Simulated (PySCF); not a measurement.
# C4H8Se: a tour of settings

Aim: see how C4H8Se (`C=CC[Se]C`) answers to the choice of functional, basis, grid and SCF options.

Computed with PySCF 2.14.0, with density-fitted response routines of our own, on a single molecule, in the gas phase or a continuum. Atoms are numbered from 0 throughout.

## Step 1: The starting structure

13 atoms, charge 0, multiplicity 1; geometry from: GFN2-xTB.

Bonds of the start (Å): C0–C1 1.32, C1–C2 1.48, C2–Se3 1.99, Se3–C4 1.95, C0–H5 1.08, C0–H6 1.08, C1–H7 1.08, C2–H8 1.09, C2–H9 1.09, C4–H10 1.09, C4–H11 1.09, C4–H12 1.09.

## Step 2: Shielding tensors: PBE0/pcSseg-1

What the job is given:

```
{"job": {"kind": "nmr", "xc": "PBE0", "basis": "pcSseg-1"}, "charge": 0, "multiplicity": 1}
C      1.486179     1.077740     0.117092
C      1.308745    -0.219460     0.305596
C      0.529120    -1.085230    -0.605681
Se    -1.216271    -1.568880     0.223536
C     -1.967579     0.230635     0.251876
H      2.045886     1.682721     0.809607
H      1.095660     1.581467    -0.752742
H      1.706946    -0.706315     1.186059
H      0.300584    -0.595484    -1.553302
H      1.022090    -2.041162    -0.785663
H     -1.266369     0.892010     0.755683
H     -2.144237     0.564534    -0.767925
H     -2.905143     0.187910     0.798135
```

Method: GIAO PBE0/pcSseg-1 NMR shielding, non-relativistic, gas phase.

The run is started by

```bash
$ OMP_NUM_THREADS=1 python probes_run.py task.json out
```

The driver reads the jobs from task.json and runs them one after another.

Output:

```text
coarse grid: 47832 points
cycle   1  E = -2557.9728541925  dE = -6.823e-01  |g| = 7.183e-01  |ddm| = 3.242e+00
cycle   2  E = -2557.9736925208  dE = -8.383e-04  |g| = 5.009e-01  |ddm| = 5.474e-01
cycle   3  E = -2558.0038522952  dE = -3.016e-02  |g| = 1.421e-01  |ddm| = 4.259e-01
cycle   4  E = -2558.0085260886  dE = -4.674e-03  |g| = 3.147e-02  |ddm| = 1.820e-01
cycle   5  E = -2558.0088193750  dE = -2.933e-04  |g| = 8.620e-03  |ddm| = 4.020e-02
cycle   6  E = -2558.0088375813  dE = -1.821e-05  |g| = 2.129e-03  |ddm| = 8.612e-03
cycle   7  E = -2558.0088385815  dE = -1.000e-06  |g| = 9.130e-04  |ddm| = 2.273e-03
final grid: 100888 points
cycle   8  E = -2558.0088786098  dE =  1.325e-07  |g| = 1.334e-03  |ddm| = 2.789e-03
cycle   9  E = -2558.0088778574  dE =  7.525e-07  |g| = 2.152e-03  |ddm| = 2.767e-03
cycle  10  E = -2558.0088790619  dE = -1.205e-06  |g| = 2.032e-04  |ddm| = 1.754e-03
cycle  11  E = -2558.0088790724  dE = -1.047e-08  |g| = 1.008e-05  |ddm| = 1.705e-04
cycle  12  E = -2558.0088790724  dE = -2.046e-11  |g| = 4.875e-06  |ddm| = 1.219e-05
converged SCF energy = -2558.0088790724

GIAO shielding tensors (ppm)
atom      isotropic    diamagn.    paramagn.     s11        s22        s33       span
  0 C       66.130     254.968    -188.837    -42.887     83.350    157.928    200.815
  1 C       45.420     256.050    -210.630    -70.294     49.910    156.645    226.938
  2 C      146.473     247.565    -101.093    131.256    150.970    157.192     25.937
  3 Se    1654.622    2998.156   -1343.534   1402.927   1498.193   2062.747    659.819
  4 C      174.220     248.494     -74.274    157.319    174.289    191.052     33.733
  5 H       26.414      29.664      -3.251     23.344     25.420     30.477      7.133
  6 H       26.666      31.973      -5.307     22.487     25.867     31.644      9.158
  7 H       25.714      31.064      -5.350     22.779     25.842     28.521      5.742
  8 H       28.753      31.064      -2.311     22.888     27.432     35.940     13.052
  9 H       28.641      29.617      -0.975     22.919     26.561     36.444     13.525
 10 H       29.693      30.863      -1.169     24.140     28.585     36.354     12.214
 11 H       29.992      30.092      -0.099     24.035     26.778     39.165     15.130
 12 H       30.095      28.785       1.310     24.283     26.746     39.256     14.973
```

Run time: 16 s. Hardware: 1 thread of Intel Xeon Platinum 8488C, shared host; peak memory 0.68 GiB.

Shifts follow as δ = σ(reference) − σ, with reference shieldings (ppm) from runs at the same level and on the same kind of geometry: 1H TMS 31.72, 13C TMS 186.9, 77Se Me2Se 1758. The references are single molecules in the gas phase. Atoms listed in one row are averaged.

| atoms | environment | σ (ppm) | δ (ppm) |
| --- | --- | --- | --- |
| C1 | alkene CH | 45.4 | 141.5 |
| C0 | terminal =CH2 carbon | 66.1 | 120.8 |
| C2 | allylic sp3 CH2 bonded to Se | 146.5 | 40.5 |
| C4 | methyl carbon bonded to Se | 174.2 | 12.7 |
| H7 | hydrogen on an alkene CH | 25.71 | 6.00 |
| H5 | hydrogen on a terminal =CH2 carbon | 26.41 | 5.30 |
| H6 | hydrogen on a terminal =CH2 carbon | 26.67 | 5.05 |
| H8, H9 | hydrogen on an allylic sp3 CH2 bonded to Se | 28.70 | 3.02 |
| H10, H11, H12 | hydrogen on a methyl carbon bonded to Se | 29.93 | 1.79 |
| Se3 | selenium bonded to 2 C | 1655 | 104 |

The run also stored atomic charges by several schemes (e):

```
atoms  Mulliken    IAO  Hirshfeld  ESP fit
   C0     -0.16  -0.33      -0.10    -0.61
   C1     -0.19  -0.13      -0.04     0.15
   C2     -0.26  -0.36      -0.08    -0.63
  Se3     -0.14   0.12       0.02    -0.05
   C4     -0.34  -0.54      -0.14    -0.65
```

Mayer bond orders: C0–C1 1.94, C1–C2 1.02, C2–Se3 1.00, Se3–C4 1.03.

## Step 3: Excited states and response: PBE0/def2-SVPD

Same as in step 2 but for these lines:

```diff
@@ -1,2 +1,2 @@
-{"job": {"kind": "nmr", "xc": "PBE0", "basis": "pcSseg-1"}, "charge": 0, "multiplicity": 1}
+{"job": {"kind": "uv", "xc": "PBE0", "basis": "def2-SVPD", "nstates": 6, "ntriplets": 2}, "charge": 0, "multiplicity": 1}
 C      1.486179     1.077740     0.117092
```

Level: TDDFT PBE0/def2-SVPD, vertical, gas phase, core orbitals frozen in the response.

Output:

```text
coarse grid: 47832 points
cycle   1  E = -2557.8625822294  dE = -6.055e-01  |g| = 3.099e-01  |ddm| = 4.823e+00
cycle   2  E = -2557.8639634280  dE = -1.381e-03  |g| = 3.040e-01  |ddm| = 9.778e-01
cycle   3  E = -2557.8874524052  dE = -2.349e-02  |g| = 4.858e-02  |ddm| = 4.602e-01
cycle   4  E = -2557.8881574341  dE = -7.050e-04  |g| = 1.824e-02  |ddm| = 1.148e-01
cycle   5  E = -2557.8882489262  dE = -9.149e-05  |g| = 6.230e-03  |ddm| = 3.540e-02
cycle   6  E = -2557.8882563464  dE = -7.420e-06  |g| = 2.224e-03  |ddm| = 1.134e-02
final grid: 100888 points
cycle   7  E = -2557.8882937618  dE =  2.252e-06  |g| = 3.776e-03  |ddm| = 1.231e-02
cycle   8  E = -2557.8882857931  dE =  7.969e-06  |g| = 6.646e-03  |ddm| = 1.382e-02
cycle   9  E = -2557.8882974751  dE = -1.168e-05  |g| = 2.392e-04  |ddm| = 8.955e-03
cycle  10  E = -2557.8882974875  dE = -1.247e-08  |g| = 2.836e-05  |ddm| = 3.900e-04
cycle  11  E = -2557.8882974877  dE = -1.869e-10  |g| = 8.318e-06  |ddm| = 5.045e-05
converged SCF energy = -2557.8882974877

Static polarisability (au): isotropic 80.035, principal 64.934 78.079 97.091

Singlet excitations
state   eV       nm        f      main configurations
  1   4.4641    277.7   0.01363   H->L 0.88, H->L+1 0.09
  2   5.0454    245.7   0.02424   H->L+1 0.88, H->L 0.09
  3   5.7965    213.9   0.02714   H->L+2 0.90
  4   5.9169    209.5   0.01761   H->L+3 0.91
  5   6.3592    195.0   0.08778   H->L+4 0.75, H-1->L 0.15
  6   6.6189    187.3   0.18435   H-1->L 0.51, H-1->L+1 0.17, H->L+6 0.13

Triplet excitations (Tamm-Dancoff, eV): 3.9359 4.3230
```

Wall time 20 s (1 thread of Intel Xeon Platinum 8488C, shared host); peak memory 0.76 GiB.

The orbitals next to the gap, with their largest atomic shares:

```csv
orbital,eV,atoms
HOMO−3,-10.08,"C1 18 %, C2 17 %, C0 15 %"
HOMO−2,-8.86,"Se3 45 %, C4 19 %, C2 12 %"
HOMO−1,-7.51,"C0 32 %, C1 27 %, Se3 17 %"
HOMO,-6.11,"Se3 73 %, C4 10 %, C2 8 %"
LUMO,-0.32,"Se3 30 %, C0 25 %, C1 20 %"
LUMO+1,0.23,"Se3 57 %, C4 10 %, C1 5 %"
LUMO+2,0.75,"Se3 32 %, C0 11 %, H8 9 %"
```

With each of the 6 states as a Gaussian band of 0.4 eV half-width at 1/e, the curve within the window shown has maxima at 246 nm (ε 1,100), 189 nm (ε 10,000) L/(mol cm). Beyond the last state computed it falls off for lack of states. The curve at chosen wavelengths:

```
 nm  ε (L/mol/cm)
179          4757
185          8983
190         10158
196          8238
202          5347
207          3654
213          2481
218          1830
224          1265
230           994
235           974
241          1051
247          1087
252          1048
258           951
264           850
269           780
275           705
281           620
286           536
292           424
297           332
303           233
309           153
314           104
320            62
```

Ground-state properties from the same run:

```
           property  computed
  dipole moment (D)      1.36
polarisability (Å³)     11.86
 HOMO–LUMO gap (eV)      5.79
      −ε(HOMO) (eV)      6.11
```

## Step 4: Shielding tensors: HF/aug-cc-pVDZ in tetrahydrofuran

Same as in step 3 but for these lines:

```diff
@@ -1,2 +1,2 @@
-{"job": {"kind": "uv", "xc": "PBE0", "basis": "def2-SVPD", "nstates": 6, "ntriplets": 2}, "charge": 0, "multiplicity": 1}
+{"job": {"kind": "nmr", "xc": "HF", "basis": "aug-cc-pVDZ", "solvent": "tetrahydrofuran", "pop": true, "scf": {"guess": "huckel"}}, "charge": 0, "multiplicity": 1}
 C      1.486179     1.077740     0.117092
```

With the program's defaults for keys left out, this is: GIAO HF/aug-cc-pVDZ NMR shielding, non-relativistic, IEF-PCM tetrahydrofuran.

Output:

```text
final grid: 100888 points
cycle   1  E = -2555.4476325667  dE = -1.825e+00  |g| = 1.377e+00  |ddm| = 8.429e+00
cycle   2  E = -2555.7933959853  dE = -3.458e-01  |g| = 7.083e-01  |ddm| = 5.257e+00
cycle   3  E = -2555.9338953459  dE = -1.405e-01  |g| = 7.851e-02  |ddm| = 1.498e+00
cycle   4  E = -2555.9362684892  dE = -2.373e-03  |g| = 2.816e-02  |ddm| = 3.311e-01
cycle   5  E = -2555.9365944267  dE = -3.259e-04  |g| = 7.624e-03  |ddm| = 9.262e-02
cycle   6  E = -2555.9366361780  dE = -4.175e-05  |g| = 2.404e-03  |ddm| = 4.451e-02
cycle   7  E = -2555.9366426059  dE = -6.428e-06  |g| = 9.161e-04  |ddm| = 1.814e-02
cycle   8  E = -2555.9366435271  dE = -9.212e-07  |g| = 3.358e-04  |ddm| = 6.411e-03
cycle   9  E = -2555.9366436278  dE = -1.006e-07  |g| = 1.100e-04  |ddm| = 1.862e-03
cycle  10  E = -2555.9366436418  dE = -1.403e-08  |g| = 3.311e-05  |ddm| = 7.806e-04
cycle  11  E = -2555.9366436429  dE = -1.110e-09  |g| = 7.503e-06  |ddm| = 2.567e-04
cycle  12  E = -2555.9366436429  dE = -4.457e-11  |g| = 3.530e-06  |ddm| = 3.547e-05
converged SCF energy = -2555.9366436429

GIAO shielding tensors (ppm)
atom      isotropic    diamagn.    paramagn.     s11        s22        s33       span
  0 C       87.887     233.951    -146.064    -28.459    111.751    180.370    208.829
  1 C       65.768     208.476    -142.708    -57.284     77.559    177.029    234.313
  2 C      168.651     240.337     -71.686    156.471    171.918    177.562     21.091
  3 Se    1982.891    2976.959    -994.069   1763.023   1841.784   2343.865    580.842
  4 C      192.287     218.897     -26.610    176.297    194.340    206.224     29.927
  5 H       26.798      32.670      -5.872     23.561     25.582     31.251      7.690
  6 H       26.957      35.556      -8.599     22.839     25.903     32.130      9.291
  7 H       25.925      31.266      -5.341     22.953     26.102     28.722      5.769
  8 H       29.095      35.081      -5.986     23.446     27.694     36.145     12.699
  9 H       29.165      29.328      -0.162     23.333     26.855     37.307     13.974
 10 H       30.116      27.218       2.898     24.238     29.196     36.913     12.675
 11 H       30.443      30.145       0.298     24.557     27.198     39.572     15.015
 12 H       30.517      32.422      -1.905     24.595     27.057     39.899     15.304
```

Run time: 13 s. Hardware: 1 thread of Intel Xeon Platinum 8488C, shared host; peak memory 0.85 GiB.

In short: σ C1 65.8, C0 87.9, C2 168.7, C4 192.3, H7 25.93, H5 26.80 ppm.

## Step 5: NMR shieldings: B97-2/6-31G in dichloromethane

Same as in step 4 but for these lines:

```diff
@@ -1,2 +1,2 @@
-{"job": {"kind": "nmr", "xc": "HF", "basis": "aug-cc-pVDZ", "solvent": "tetrahydrofuran", "pop": true, "scf": {"guess": "huckel"}}, "charge": 0, "multiplicity": 1}
+{"job": {"kind": "nmr", "xc": "B97-2", "basis": "6-31G", "solvent": "dichloromethane", "pop": false}, "charge": 0, "multiplicity": 1}
 C      1.486179     1.077740     0.117092
```

Method: GIAO B97-2/6-31G NMR shielding, non-relativistic, IEF-PCM dichloromethane.

Output:

```text
coarse grid: 47832 points
cycle   1  E = -2558.9174458936  dE = -5.642e-01  |g| = 3.665e-01  |ddm| = 3.315e+00
cycle   2  E = -2558.9236663424  dE = -6.220e-03  |g| = 3.258e-01  |ddm| = 7.527e-01
cycle   3  E = -2558.9460490800  dE = -2.238e-02  |g| = 3.690e-02  |ddm| = 3.264e-01
cycle   4  E = -2558.9463646257  dE = -3.155e-04  |g| = 1.673e-02  |ddm| = 5.968e-02
cycle   5  E = -2558.9464275932  dE = -6.297e-05  |g| = 4.218e-03  |ddm| = 1.744e-02
cycle   6  E = -2558.9464322767  dE = -4.684e-06  |g| = 1.253e-03  |ddm| = 6.100e-03
final grid: 100888 points
cycle   7  E = -2558.9464719317  dE =  4.213e-07  |g| = 1.902e-03  |ddm| = 3.256e-03
cycle   8  E = -2558.9464703930  dE =  1.539e-06  |g| = 3.046e-03  |ddm| = 4.558e-03
cycle   9  E = -2558.9464728902  dE = -2.497e-06  |g| = 1.683e-04  |ddm| = 2.851e-03
cycle  10  E = -2558.9464728973  dE = -7.107e-09  |g| = 1.623e-05  |ddm| = 1.639e-04
cycle  11  E = -2558.9464728974  dE = -9.231e-11  |g| = 3.389e-06  |ddm| = 3.128e-05
converged SCF energy = -2558.9464728974

GIAO shielding tensors (ppm)
atom      isotropic    diamagn.    paramagn.     s11        s22        s33       span
  0 C       88.356     257.829    -169.472     -8.634     99.222    174.481    183.115
  1 C       73.482     254.518    -181.036    -27.789     75.107    173.128    200.917
  2 C      163.884     252.453     -88.569    147.353    168.149    176.150     28.798
  3 Se    1883.134    2991.746   -1108.612   1685.625   1732.644   2231.132    545.507
  4 C      188.802     255.034     -66.232    171.420    188.575    206.411     34.992
  5 H       27.593      30.256      -2.663     24.504     26.936     31.340      6.836
  6 H       27.687      32.688      -5.001     23.712     26.982     32.366      8.655
  7 H       26.946      30.354      -3.408     24.334     26.844     29.660      5.326
  8 H       29.979      32.046      -2.067     24.469     28.587     36.881     12.412
  9 H       29.926      30.728      -0.802     24.040     27.778     37.960     13.920
 10 H       31.251      31.894      -0.644     25.345     30.571     37.836     12.490
 11 H       31.385      31.506      -0.120     25.852     28.203     40.101     14.249
 12 H       31.534      30.743       0.791     25.659     28.189     40.755     15.095
```

Run time: 6.8 s. Hardware: 1 thread of Intel Xeon Platinum 8488C, shared host; peak memory 0.53 GiB.

Key values: σ C1 73.5, C0 88.4, C2 163.9, C4 188.8, H7 26.95, H5 27.59 ppm.

## Step 6: Nuclear shieldings: PBE0/def2-SVP

Same as in step 5 but for these lines:

```diff
@@ -1,2 +1,2 @@
-{"job": {"kind": "nmr", "xc": "B97-2", "basis": "6-31G", "solvent": "dichloromethane", "pop": false}, "charge": 0, "multiplicity": 1}
+{"job": {"kind": "nmr", "xc": "PBE0", "basis": "def2-SVP", "pop": true, "scf": {"aux": "def2-universal-jkfit"}}, "charge": 0, "multiplicity": 1}
 C      1.486179     1.077740     0.117092
```

With the program's defaults for keys left out, this is: GIAO PBE0/def2-SVP NMR shielding, non-relativistic, gas phase.

Output:

```text
final grid: 100888 points
cycle   1  E = -2557.8533269855  dE = -5.991e-01  |g| = 2.924e-01  |ddm| = 3.620e+00
cycle   2  E = -2557.8570701232  dE = -3.743e-03  |g| = 2.744e-01  |ddm| = 6.357e-01
cycle   3  E = -2557.8765374693  dE = -1.947e-02  |g| = 4.642e-02  |ddm| = 3.044e-01
cycle   4  E = -2557.8771470153  dE = -6.095e-04  |g| = 1.987e-02  |ddm| = 9.104e-02
cycle   5  E = -2557.8772466674  dE = -9.965e-05  |g| = 6.073e-03  |ddm| = 2.672e-02
cycle   6  E = -2557.8772548669  dE = -8.199e-06  |g| = 2.554e-03  |ddm| = 8.751e-03
cycle   7  E = -2557.8772563894  dE = -1.523e-06  |g| = 2.782e-04  |ddm| = 2.377e-03
cycle   8  E = -2557.8772564088  dE = -1.941e-08  |g| = 9.265e-05  |ddm| = 4.308e-04
cycle   9  E = -2557.8772564109  dE = -2.131e-09  |g| = 2.109e-05  |ddm| = 1.147e-04
cycle  10  E = -2557.8772564110  dE = -8.959e-11  |g| = 2.922e-06  |ddm| = 2.817e-05
converged SCF energy = -2557.8772564110

GIAO shielding tensors (ppm)
atom      isotropic    diamagn.    paramagn.     s11        s22        s33       span
  0 C       82.624     253.863    -171.240    -17.851     94.663    171.059    188.910
  1 C       64.264     252.519    -188.255    -42.499     65.165    170.125    212.624
  2 C      158.468     247.956     -89.488    143.512    162.610    169.280     25.768
  3 Se    1746.153    2996.923   -1250.770   1510.266   1587.139   2141.055    630.789
  4 C      184.423     247.296     -62.873    168.362    184.291    200.618     32.256
  5 H       26.745      30.100      -3.355     23.748     25.904     30.585      6.837
  6 H       26.912      33.334      -6.422     22.712     26.154     31.870      9.157
  7 H       25.939      31.039      -5.100     22.993     26.024     28.799      5.806
  8 H       28.970      32.343      -3.372     23.272     27.567     36.072     12.800
  9 H       28.948      29.418      -0.470     23.337     26.806     36.700     13.363
 10 H       29.972      31.833      -1.860     24.527     28.852     36.537     12.010
 11 H       30.279      30.870      -0.591     24.541     27.005     39.290     14.750
 12 H       30.440      29.236       1.205     24.770     27.062     39.490     14.720
```

It took 12 s on 1 thread of Intel Xeon Platinum 8488C, shared host; peak memory 0.66 GiB.

In short: δ C1 131.9, C0 113.5, C2 37.7, C4 11.7, H7 5.87, H5 5.06 ppm.

## Step 7: Run by run: NMR shifts

Isotropic shieldings (ppm) of some atoms, chosen among heavy atoms and hydrogens apart, means over like atoms, with basis size and wall time:

```
                              run    C1    C0     C2     C4     H8    H10   Se3  functions   time
                    PBE0/pcSseg-1  45.4  66.1  146.5  174.2  28.70  29.93  1655        149   16 s
HF/aug-cc-pVDZ in tetrahydrofuran  65.8  87.9  168.7  192.3  29.13  30.36  1983        200   13 s
   B97-2/6-31G in dichloromethane  73.5  88.4  163.9  188.8  29.95  31.39  1883         79  6.8 s
                    PBE0/def2-SVP  64.3  82.6  158.5  184.4  28.96  30.23  1746        128   12 s
```

## Step 8: Outcome

| quantity | value |
| --- | --- |
| 13C shifts against TMS (PBE0/pcSseg-1) | 141.5, 120.8, 40.5, 12.7 ppm |
| 1H shifts against TMS (PBE0/pcSseg-1, means over atoms taken as alike) | 6.00, 5.30, 5.05, 3.02, 1.79 ppm |
| 77Se shifts against Me2Se (PBE0/pcSseg-1) | 104 ppm |
| lowest singlet (PBE0/def2-SVPD) | 4.46 eV (278 nm), f = 0.014 |
| brightest single state of those computed | state 6, 6.62 eV, f = 0.184 |
| lowest triplet | 3.94 eV |
| range of the shielding of Se3 | 1655 to 1983 ppm |

**Reading.** Single values in the summary come from the first run of each kind that ended normally (PBE0/pcSseg-1; PBE0/def2-SVPD), which need not be the best level. C1 (alkene CH) lies farthest downfield among carbon, at 141.5 ppm; an sp2 carbon of a C=C bond. The most deshielded hydrogen is H7 (hydrogen on an alkene CH), at 6.00 ppm: olefinic region. At PBE0/pcSseg-1: The widest tensor belongs to Se3: span 660 ppm, with a paramagnetic part of -1344 ppm. The first singlet state (HOMO→LUMO 0.88, HOMO→LUMO+1 0.09) lies at 4.46 eV and is weak; of the 6 states computed, the strongest absorption comes from state 6 at 6.62 eV (the last computed, so partners may be missing). The lowest triplet lies 0.53 eV below the lowest singlet (triplets in Tamm-Dancoff, singlets in full TDDFT). States above −ε(HOMO) lie where TDDFT describes them poorly and they hang on the basis; the brightest is among them. In ppm, Se3 moves most: its shielding spreads over 328 ppm, from 1655 (PBE0/pcSseg-1) to 1983 (HF/aug-cc-pVDZ in tetrahydrofuran). Spin-orbit coupling is left out, which matters for shieldings and couplings at and beside the heavy atoms.
